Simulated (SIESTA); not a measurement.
CsLiCr2Te2S3:

```xyz
9
Lattice="3.6036 0.0000 0.0000 -1.8018 3.1208 0.0000 0.0000 0.0000 19.0665" Properties=species:S:1:pos:R:3 pbc="T T T"
Cs    0.0000    0.0000    7.1307
Li    1.8018    1.0403    0.3064
Cr    0.0000    0.0000   16.5187
Cr    0.0000    2.0805    3.2095
Te    0.0000    2.0805   10.2751
Te    1.8018    1.0403   14.7338
S     0.0000    0.0000    1.9124
S     0.0000    2.0805   17.7166
S     1.8018    1.0403    4.4631
```

The cell was built by a generator and needn't be a form met in nature.

Program: SIESTA 5.4.2. Alike in all runs: task density of states; potentials or basis PseudoDojo 0.4 standard (PBE files), DZP (energy shift 0.003 Ry; two zetas on semicore shells; d shell added on Cs); spin collinear, ferromagnetic start; cell as given; k mesh 9 × 9 × 2; smearing fermi-dirac 0.05 eV; grid cutoff 800 Ry; energy shift 0.003 Ry.

**Question.** Order these runs on this cell by their pressure, lowest first.
A. level PBE
B. level PBE+U; U Cr d U = 6 eV
C. level PBE+U; U Cr d U = 2 eV

**Answer.** A (0.6 GPa), C (2.1 GPa), B (5.0 GPa).

Caveats: the basis of atomic orbitals isn't converged, which shifts pressures, moduli and gaps; only a ferromagnetic start was run, and an antiferromagnetic order may lie lower in energy; forces of over 1 eV/Å show positions far from the minimum, so gaps and moduli don't describe the material at rest (some runs).

Not every run made on this cell is shown here.
